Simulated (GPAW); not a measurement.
Runs of GPAW 26.7.0 on Cd2S. The structure is trigonal, space group P3m1 (No. 156). The conventional cell has a = 3.963 Å, b = 3.963 Å, c = 5.809 Å, α = 90.00°, β = 90.00°, γ = 120.00°. Around Cd (site symmetry 3m) lie 1 S at 2.52 Å. Cd (site symmetry 3m) is surrounded by 3 S at 2.60 Å. Around S (site symmetry 3m) lie 4 Cd at 2.52 to 2.60 Å. The cell comes from a database or a generator and needn't be the stable form of this composition.

```csv
task,level,potentials or basis,cell,k mesh,band path,band points,ranks,gap on the mesh (eV),pressure (GPa),largest force (eV/Å)
single point,PBE,"GPAW PAW data sets (gpaw-data 1.2.1), pw",as given,8 × 8 × 5,-,-,-,0.24,-0.4,0.07
single point,PBE,"GPAW PAW data sets (gpaw-data 1.2.1), pw","atoms moved at random, drawn with an rms of 0.05 Å",8 × 8 × 5,-,-,-,0.15,0.0,0.50
single point,TB-mBJ,"GPAW PAW data sets for LDA (gpaw-data 1.2.1), pw",as given,6 × 6 × 4,-,-,-,0.24,-,-
band structure,PBEsol,"PAW data sets generated in the run's folder for this functional, pw",as given,6 × 6 × 4,"GMKGALHA,LM,KH",60,-,-,(c),0.12
band structure,r2SCAN,"GPAW PAW data sets (gpaw-data 1.2.1), pw",as given,6 × 6 × 4,"GMKGALHA,LM,KH",60,-,-,(b),0.02
band structure,PBE,"GPAW PAW data sets (gpaw-data 1.2.1), pw",as given,6 × 6 × 4,"GMKGALHA,LM,KH",60,-,-,-0.5,0.06
band structure,LDA,"the program's PAW data sets (release 1.2.1) made for this functional, pw",as given,6 × 6 × 4,"GMKGALHA,LM,KH",60,-,-,(a),0.15
```

Alike in all rows: no spin polarisation; cutoff (eV) 600; smearing fermi-dirac 0.05 eV.

Task: Estimate the missing entries.

Result: (a) -5.2; (b) -2.0; (c) -3.3.

Caveats: an odd mesh through Γ misses points on the zone boundary, where band edges often lie (some runs); the PAW data sets were made with another functional, which shifts forces and pressure a little (some runs); a model potential gives levels but no total energy (some runs).

A k mesh can miss the band edges, and the runs leave out spin-orbit coupling on Cd.
